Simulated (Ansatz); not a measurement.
**SiF2 + HF: a complex and its separated parts**

The complex below is one end of an elementary step. How strongly is it bound against its free parts?

The runs use Ansatz 0.2.0, Gaussian basis; PBE0-D4/def2-TZVP structures, single points in def2-TZVPP, no counterpoise correction.

Levels: SPW92, PBE-D4, BLYP-D4, r2SCAN-D4, B97M-V, PBE0-D4, B3LYP-D4, r2SCAN0-D4, BHLYP-D4, CAM-B3LYP-D4, wB97X-V, wB97M-V, B2PLYP, PBE-QIDH, RPA on PBE, Hartree-Fock, MP2, CCSD, CCSD(T).

Cores are frozen in the correlated methods. B3LYP uses VWN-RPA correlation. B2PLYP carries no dispersion term here.

## 1. Where the work starts

The complex: 5 atoms, charge 0, spin multiplicity 1.

Atoms are counted from 1 here; the program's logs count them from 0.

Bond lengths: Si1–F2 1.604 Å, Si1–F3 1.604 Å, H4–F5 0.924 Å. Angles: F2–Si1–F3 100.6°.

As a file:

| atom | x (Å) | y (Å) | z (Å) |
| --- | --- | --- | --- |
| Si1 | 0.3418 | -1.1323 | -0.0009 |
| F2 | 1.5183 | -0.4707 | -0.8678 |
| F3 | -0.8345 | -1.1832 | -1.0904 |
| H4 | -0.5770 | 1.4767 | 1.4292 |
| F5 | -0.4486 | 1.3095 | 0.5299 |

Its parts: SiF2 holds atoms 1, 2, 3; HF holds atoms 4, 5. Each part counts its atoms afresh in its own runs.

## 2. Relaxing SiF2 alone

Contents of relax-a/in.yaml:

```yaml
crystal:
  periodic: [false, false, false]
  atoms:
    - {symbol: Si, position_ang: [0.341769, -1.132279, -0.000890]}
    - {symbol: F, position_ang: [1.518321, -0.470717, -0.867777]}
    - {symbol: F, position_ang: [-0.834521, -1.183250, -1.090406]}
basis:
  gaussian: {orbitals: def2-TZVP}
hamiltonian: {xc: pbe0, dispersion: d4}
relax: {f_tol: 0.005, max_steps: 200}
```

No record of the launch command was kept for these runs.

After this run come: Relaxing HF alone; wB97M-V/def2-TZVPP; CCSD(T)/def2-TZVPP; Vibrations of SiF2; Vibrations of HF.

What does the calculation give? Wanted: complex less parts, CCSD(T)/def2-TZVPP; with zero-point energy; largest T1 diagnostic.

As calculated:

| quantity | value |
| --- | --- |
| complex less parts, CCSD(T)/def2-TZVPP | -1.91 kcal/mol |
| with zero-point energy | -1.12 kcal/mol |
| largest T1 diagnostic | 0.015 |

At CCSD(T) the complex lies 1.91 kcal/mol below its parts. The functionals run from B2PLYP, off by -0.26 kcal/mol, to SPW92, off by -4.19 kcal/mol, against CCSD(T). Mean unsigned error by rung: LDA 4.19, GGA 1.52, meta-GGA 1.79, hybrid 1.35, range-separated hybrid 1.48, double hybrid 0.45 kcal/mol. PBE-D4 gives a relative energy 1.87 kcal/mol too low, an error of 98 % of the reference. The complex's frequency run has imaginary modes: the structure is no minimum, so both the energy and the zero-point correction are in doubt. No counterpoise was applied, and triple zeta lacks some correlation, so the CCSD(T) reference has a basis error of its own, and close matches with it are partly luck. The restricted Hartree–Fock reference is unstable towards an unrestricted one at one or more of these structures.
